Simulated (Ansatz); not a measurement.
# Hf (sc type): a single-point run

Wanted: a converged single-point run for Hf (sc type), and a check of what comes out.

Program: Ansatz 0.2.0. Level of theory: DFT, LDA, all-electron LAPW, scalar-relativistic. These are calculated values, not measurements.

1 further run of the same task is left out (it didn't finish). Runs told in other sessions of the task aren't counted.

## 1. The system as given

It takes space group Pm-3m (No. 221, cubic). Conventional cell: a = 5.035 Å, b = 5.035 Å, c = 5.035 Å, α = 90.00°, β = 90.00°, γ = 90.00°.

Coordinates:

```
CELL_PARAMETERS angstrom
5.03492 0.00000 0.00000
0.00000 5.03492 0.00000
0.00000 0.00000 5.03492
ATOMIC_POSITIONS crystal
Hf 0.00000 0.00000 0.00000
```

## 2. The run

input.yaml

```yaml
crystal:
  lattice:
    - [5.03492145, 0.0, 0.0]
    - [0.0, 5.03492145, 0.0]
    - [0.0, 0.0, 5.03492145]
  atoms:
    - { symbol: Hf, position: [0.0, 0.0, 0.0] }
kpoints:
  mp_grid: { grid: [15, 15, 15] }
scf:
  occupations: { method: fermi_dirac, width: 0.1 }
  max_iter: 60
hamiltonian:
  xc: lda
  pseudopotentials: { kind: all_electron, lapw: { basis_error: 0.001 } }
output:
  forces: true
  stress: true
  eigenvalues: true
  populations: true
```

Run with:

```console
$ ansatz run input.yaml --threads 1 --pin off --max-ram 2048MiB --backend cpu --events-out ev --progress --plain --runs-dir out
```

Q: Will this input give a usable result? If not, why, and what should change?

The program finished normally. That alone doesn't make the input a sound one.

The geometry is stretched towards separate atoms, where one determinant is a poor description. The shortest distance in the input is 5.03 Å.

What to do: restore the intended geometry.
